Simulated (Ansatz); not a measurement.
# CH5Ge radical: small, medium and large basis sets

One table from this session's results is given with a row withheld; the runs are named, their logs left out.

Method: one geometry, several basis sets; program: Ansatz 0.2.0, Gaussian basis.

Levels to be run: PBE0-D4/def2-SVP; ωB97M-V/def2-SVP; PBE0-D4/def2-QZVPP; ωB97M-V/def2-QZVPP; the functionals' def2-TZVPP values are taken from earlier runs.

### Structure used throughout

An earlier PBE0-D4 in a triple-zeta def2 set relaxation fixed the geometry.

SMILES `[CH2][GeH3]`, 7 atoms, charge 0, spin multiplicity 2.

Atoms are counted from 1 here; the program's logs count them from 0.

Bond lengths: C1–Ge2 1.920 Å, C1–H3 1.084 Å, C1–H4 1.084 Å, Ge2–H5 1.538 Å, Ge2–H6 1.543 Å, Ge2–H7 1.537 Å. Angles: Ge2–C1–H3 122.0°, Ge2–C1–H4 122.0°, H3–C1–H4 116.0°, C1–Ge2–H5 110.1°, C1–Ge2–H6 110.8°, C1–Ge2–H7 110.0°, H5–Ge2–H6 108.0°, H5–Ge2–H7 109.6°, H6–Ge2–H7 108.2°.

Coordinates:

```
C    -0.2359   -1.1395    0.1092
Ge    0.1747    0.7246   -0.0929
H    -1.1738   -1.5613   -0.2341
H     0.4396   -1.8263    0.6066
H    -0.4322    1.2607   -1.4006
H    -0.4096    1.5452    1.0755
H     1.6985    0.9287   -0.1093
```

The first run:

Contents of in.yaml:

```yaml
crystal:
  periodic: [false, false, false]
  atoms:
    - {symbol: C, position_ang: [-0.235878, -1.139537, 0.109233]}
    - {symbol: Ge, position_ang: [0.174740, 0.724611, -0.092903]}
    - {symbol: H, position_ang: [-1.173818, -1.561302, -0.234101]}
    - {symbol: H, position_ang: [0.439567, -1.826328, 0.606552]}
    - {symbol: H, position_ang: [-0.432235, 1.260671, -1.400559]}
    - {symbol: H, position_ang: [-0.409575, 1.545188, 1.075501]}
    - {symbol: H, position_ang: [1.698500, 0.928696, -0.109323]}
basis:
  gaussian: {orbitals: def2-SVP}
magnetization: {spin_polarized: true, initial_magnetization: 1}
hamiltonian: {xc: pbe0, dispersion: d4}
output: {orbitals: {seedname: orbitals}}
```

Steps of the session up to this table: PBE0-D4 in def2-SVP; ωB97M-V in def2-SVP; PBE0-D4 in def2-QZVPP; ωB97M-V in def2-QZVPP.

One table of the session follows, with a row left open; its other results are not shown here.

It belongs to the step «Functionals by basis». 

```
functional       basis  HOMO (eV)  LUMO (eV)
   PBE0-D4    def2-SVP      -6.83      -1.90
   PBE0-D4  def2-TZVPP      -6.88      -2.09
   PBE0-D4  def2-QZVPP      -6.89      -2.13
   ωB97M-V    def2-SVP      -8.83       0.06
   ωB97M-V  def2-TZVPP      -8.90      -0.26
   ωB97M-V  def2-QZVPP          ?          ?
```

**Question.** Estimate the row for ωB97M-V, def2-QZVPP.

The run gave: HOMO (eV): -8.90; LUMO (eV): -0.35.
